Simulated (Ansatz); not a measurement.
Predict the output of the script below (the Ansatz DFT code, driven from Python).

Input file `f2h4n2sn.xyz`:
```text
9

N    -1.27460    1.13400   -0.36090
Sn    0.34790   -0.02390   -0.38630
N     0.36320   -1.15200    1.32120
F     0.36940   -1.18420   -1.93590
F     1.94550    1.08220   -0.48840
H    -2.14920    0.55570   -0.36700
H    -1.31200    1.68280   -1.28460
H     0.50340   -0.46610    2.12630
H     1.29480   -1.67470    1.35850
```

Script `spin_f2h4n2sn.py`:
```python
from dataclasses import dataclass

import ansatz as az


@dataclass(frozen=True)
class RunConfig:
    basis: str = "def2-SVPD"
    level: str = "mp2"


settings = RunConfig()

molecule = az.Crystal.molecule_from_extxyz("f2h4n2sn.xyz")

calculation = molecule.calculation()
calculation = calculation.basis(gaussian=settings.basis).correlation(settings.level, electrons="all")
found = {}
for unpaired in [0, 2]:
    summary = calculation.spin("collinear", total=unpaired).run(threads=1, pin="off").report
    s = unpaired / 2
    found[unpaired] = summary["free_energy_ev"]
    print(f"2S+1 = {unpaired + 1}: E = {found[unpaired]:.5f} eV, <S^2> = {abs(summary['mean_field']['state']['spin_squared']):.3f} (pure state {s * (s + 1):.2f})")
lowest = min(found, key=found.get)
for unpaired, e in found.items():
    print(f"multiplicity {unpaired + 1}: {(e - found[lowest]):.3f} eV above the lowest")
```

```console
$ python spin_f2h4n2sn.py
2S+1 = 1: E = -14264.70483 eV, <S^2> = 0.000 (pure state 0.00)
2S+1 = 3: E = -14259.08079 eV, <S^2> = 2.019 (pure state 2.00)
multiplicity 1: 0.000 eV above the lowest
multiplicity 3: 5.624 eV above the lowest
```

In order: multiplicity 1 (+0.00 eV) and multiplicity 3 (+5.62 eV), all at the one geometry.

Caveats:
- The settings weren't tested for convergence.
- The geometry is a force-field or estimated start, not a minimum of this method, and the basis set is short of its limit. All parts are taken at fixed geometry, without zero-point energy.
- def2 sets replace the cores of elements past krypton by effective core potentials.
- Spin-orbit coupling, which mixes and shifts the spin states of heavy atoms, is left out.
- S² is that of the Hartree-Fock reference.
- Run time: 33 s on 1 thread of Arm Neoverse V2, on a shared host, peak memory 0.59 GiB.

(Lines on the test bed's own set-up are left out of the output.)
